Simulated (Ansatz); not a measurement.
Zr3S2:

```xyz
5
Lattice="2.9025 1.6758 3.4878 -2.9025 1.6758 3.4878 0.0000 -3.3516 3.4878" Properties=species:S:1:pos:R:3 pbc="T T T"
Zr    0.9832    1.7029    5.2317
Zr    0.9832   -1.7029    5.2317
Zr   -1.9663    0.0000    5.2317
S     0.0000    0.0000    6.9583
S     0.0000    0.0000    3.5050
```

The cell comes from a database or a generator and needn't be the stable form of this composition.

Base run:

* Program: Ansatz 0.2.0
* Functional: HSE06
* Potentials or basis: Ansatz PAW
* Cutoff: 420 eV (not typed: the program's choice for these potentials)
* k mesh: 4 × 4 × 4
* Occupations: fermi-dirac, width 0.05 eV
* Spin: no spin polarisation

Its results: band gap on the k mesh none (metal or under the smearing width); pressure -2.8 GPa; largest force 0.205 eV/Å.

Problem. The run is repeated on the same cell with these changes: functional from HSE06 to PBE0. What comes out?

Solution. Band gap on the k mesh 0.55 eV, indirect (least direct gap 1.17 eV); pressure -2.7 GPa; largest force 0.160 eV/Å.

Caveats: the PAW data sets come from PBE, with cores solved anew for the run's functional, which leaves a small shift of forces and pressure; the thresholds are loose for stress.

A k mesh can miss the band edges.
